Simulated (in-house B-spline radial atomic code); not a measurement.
# Eu⁴⁺: ionisation energy by several methods

Aim: the ionisation energy of Eu⁴⁺ by several methods, each as the difference of two self-consistent energies (Eu⁴⁺ and the next ion, [Kr] 4d10 4f5 5s2 5p5).

Program: in-house B-spline radial atomic code version 1. Level of theory: non-relativistic, several functionals, spin-polarised; spherical all-electron atom at the radial basis limit. These are calculated values, not measurements, unless marked.

## (1) The atom as given

| Item | Value |
| --- | --- |
| element | europium (Z = 63) |
| charge | +4 |
| electrons | 59 |
| configuration | [Xe] 4f5 |
| nucleus | point |

The outer shells:

[Xe] 4f5
```
[Xe] core
4f [↑ ][↑ ][↑ ][↑ ][↑ ][  ][  ]
```

Where spins are not typed, each open shell is filled with up spins first.

## (2) r2SCAN, a meta-GGA

Settings of the run:

```ini
Z = 63
electrons = 59.0
configuration = [Xe] 4f5
hamiltonian = nr
method = r2scan
spin_polarised = True
```

## (3) M06-L, a meta-GGA

Settings of the run:

```ini
Z = 63
electrons = 59.0
configuration = [Xe] 4f5
hamiltonian = nr
method = m06l
spin_polarised = True
```

## (4) revTPSS, a meta-GGA

Settings of the run:

```ini
Z = 63
electrons = 59.0
configuration = [Xe] 4f5
hamiltonian = nr
method = revtpss,revtpss
spin_polarised = True
```

## (5) PW91, a GGA

Settings of the run:

```ini
Z = 63
electrons = 59.0
configuration = [Xe] 4f5
hamiltonian = nr
method = pw91,pw91
spin_polarised = True
```

## (6) OLYP, a GGA

Settings of the run:

```ini
Z = 63
electrons = 59.0
configuration = [Xe] 4f5
hamiltonian = nr
method = optx,lyp
spin_polarised = True
```

## (7) Hartree-Fock

Settings of the run:

```ini
Z = 63
electrons = 59.0
configuration = [Xe] 4f5
hamiltonian = nr
method = hf
spin_polarised = True
```

Q: What does each method give for the ionisation energy?

**Answer**, as computed:

| method | rung | total energy (hartree) | ΔSCF (eV) | −ε highest (eV) |
| --- | --- | --- | --- | --- |
| PW91 | GGA | -10424.1882 | 70.927 | 59.369 (4f up) |
| OLYP | GGA | -10427.1024 | 70.920 | 60.023 (4f up) |
| r2SCAN | meta-GGA | -10423.5044 | 71.263 | 59.604 (4f up) |
| M06-L | meta-GGA | -10423.2751 | 70.670 | 59.547 (4f up) |
| revTPSS | meta-GGA | -10421.7844 | 71.003 | 59.149 (4f up) |
| Hartree-Fock | Hartree-Fock | -10420.3217 | 69.743 | 70.357 (5p down) |

**Reading.** For the ionisation energy the methods span 1.520 eV, from Hartree-Fock (69.743 eV) to r2SCAN (71.263 eV), which is 2.1 % of the mean. No tabulated value is at hand. ΔSCF removes a 5p electron, which is not the highest level in every run, so the two columns can refer to different electrons.
